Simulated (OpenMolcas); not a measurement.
# Co²⁺ among point charges: CASSCF and CASPT2 levels and susceptibility

Aim: the splitting of the states of Co²⁺ in the field of 6 point charges, its lowest levels with spin-orbit coupling and its magnetic susceptibility.

The numbers are computed with OpenMolcas 26.06 (state-averaged CASSCF and CASPT2, spin-orbit coupling by RASSI with atomic mean-field integrals), except any that are marked as measured or tabulated.

## (1) What is computed

| Item | Value |
| --- | --- |
| Species | Co²⁺ (cobalt, Z = 27, 25 electrons) |
| Basis | ANO-RCC-VDZP [5s4p2d1f], 34 functions |
| Scalar Hamiltonian | DKH2, point nucleus |
| Inactive shells | 1s 2s 2p 3s 3p |
| Active space | 7 electrons in 5 orbitals (3d) |
| Some configurations of this space | 3d⁷ |
| Orbitals | optimised for each spin and parity, averaged over all roots |

The outer shells:

3d7
```
3d [↑↓][↑↓][↑ ][↑ ][↑ ]
```

The ion sits among 6 point charges of -0.75 e arranged as an octahedron (Oh), 1.75 Å from the ion.

Each step is its own input file, run in one work folder so that later steps find the files of earlier ones. Labels, J, g values, rates, χT and fits are worked out afterwards by a script from the matrices that RASSI stores. The input lists half of the charges; inversion (Group=XYZ) makes the rest.

## (2) Basis and integrals

Input file a.inp:

```
&GATEWAY
Coord
1

Co 0.0 0.0 0.0
Basis=ANO-RCC-VDZP
Group=XYZ
NoMove
AngMom=0.0 0.0 0.0
AMFI
XField
3 Angstrom 0
1.750000 0.000000 0.000000 -0.750000
0.000000 1.750000 0.000000 -0.750000
0.000000 0.000000 1.750000 -0.750000
&SEWARD
```

The run is started by

```console
OMP_NUM_THREADS=1 MOLCAS_MEM=1689 MOLCAS_PROJECT=a pymolcas a.inp > a.log
```

## (3) Reference wave functions, quartets of even parity, 10 roots

Input file a.inp:

```
&RASSCF
FileOrb=start.orb
Symmetry=1
Spin=4
nActEl=7 0 0
Inactive=3 6
Ras2=5 0
CIRoot=10 10 1
SDav=10
CIMx=300
Iter=120 100
PrWF=0.3
OrbListing=Nothing
MaxOrb=0
>>> COPY $Project.JobIph JOB001
```

start.orb holds the contracted functions of the basis, ordered by shell, or the orbitals of the step before.

## (4) Reference wave functions, doublets of even parity, 40 roots

Input file a.inp:

```
&RASSCF
FileOrb=start.orb
Symmetry=1
Spin=2
nActEl=7 0 0
Inactive=3 6
Ras2=5 0
CIRoot=40 40 1
SDav=40
CIMx=300
Iter=120 100
PrWF=0.3
OrbListing=Nothing
MaxOrb=0
>>> COPY $Project.JobIph JOB002
```

## (5) State interaction with spin-orbit coupling

Input file a.inp:

```
&RASSI
NrOfJobIphs=2 10 40
1 2 3 4 5 6 7 8 9 10
1 2 3 4 5 6 7 8 9 10 11 12 13 14 15 16 17 18 19 20 21 22 23 24 25 26 27
28 29 30 31 32 33 34 35 36 37 38 39 40
IphNames
JOB001
JOB002
EJob
SpinOrbit
DIPRint=1.0
SOCoupling=1000.0
Subsets=2
Property=9
'ANGMOM' 1 'ANGMOM' 2 'ANGMOM' 3 'MLTPL  1' 1 'MLTPL  1' 2 'MLTPL  1' 3
'AMFI' 1 'AMFI' 2 'AMFI' 3
SOProperty=3
'ANGMOM' 1 'ANGMOM' 2 'ANGMOM' 3
```

## (6) CASPT2: IPEA 0.25, imaginary shift 0.1 (closed shells correlated: 3s 3p)

Input file a.inp:

```
>>> COPY JOB001 $Project.JobIph
&CASPT2
Multistate=10 1 2 3 4 5 6 7 8 9 10
NoMult
Frozen=2 3
IPEA=0.25
Imaginary=0.1
MaxIter=60
WThr=0.0 0.3 0.05
PrWF=0.5
NoMix
>>> COPY JOB002 $Project.JobIph
&CASPT2
Multistate=40 1 2 3 4 5 6 7 8 9 10 11 12 13 14 15 16 17 18 19 20 21 22
23 24 25 26 27 28 29 30 31 32 33 34 35 36 37 38 39 40
NoMult
Frozen=2 3
IPEA=0.25
Imaginary=0.1
MaxIter=60
WThr=0.0 0.3 0.05
PrWF=0.5
NoMix
```

(Steps that only read results are left out.)

What does the calculation give? Wanted: spin-free ground state; first state of the same spin within the active space; lowest level; next level.

**Answer**, as computed:

| quantity | value |
| --- | --- |
| method | SS-CASPT2, IPEA 0.25, imaginary shift 0.1 (closed shells correlated: 3s 3p) |
| spin-free ground state | 4T1, 3-fold in its orbital part |
| first state of the same spin within the active space | 4T2 at 2970 cm⁻¹ |
| lowest level | 2-fold Γ6, g = 4.67, 4.67, 4.67 |
| next level | 338.8 cm⁻¹ |
| χT at 300 K | 4.02 cm³ K/mol |
| effective moment at 300 K | 5.67 μB |

Cost by method:

| method | time of its own steps | time with the reference |
| --- | --- | --- |
| A. CASSCF | 6.9 s | 6.9 s |
| B. SS-CASPT2, IPEA 0.25, imaginary shift 0.1, +3s 3p | 1.9 s | 8.7 s |

Times are of one thread on a shared host.

The spin-free ground state (4T1) comes to 100 % from free-ion F terms and keeps the highest spin of the shell. χT at 300 K is 4.02, against 1.88 cm³ K/mol for the spin alone, so orbital moment adds to it. An active space of the d shell alone favours high spin; real ions in strong fields can be low spin. A ligand-field fit to the states below 45000 cm-1 gives 10Dq = 3492 cm-1, B = 1056 cm-1 and C = 4137 cm-1 (C/B = 3.92), with a deviation of 590 cm-1. CASPT2 does not keep the components of a term degenerate, and the means are used. The field of point charges can differ much from that of real complexes. With metal d orbitals alone active, the gaps between spin states are rough; where two lie within a few thousand cm-1, their order is open. This is an electrostatic model: the charges have no orbitals.
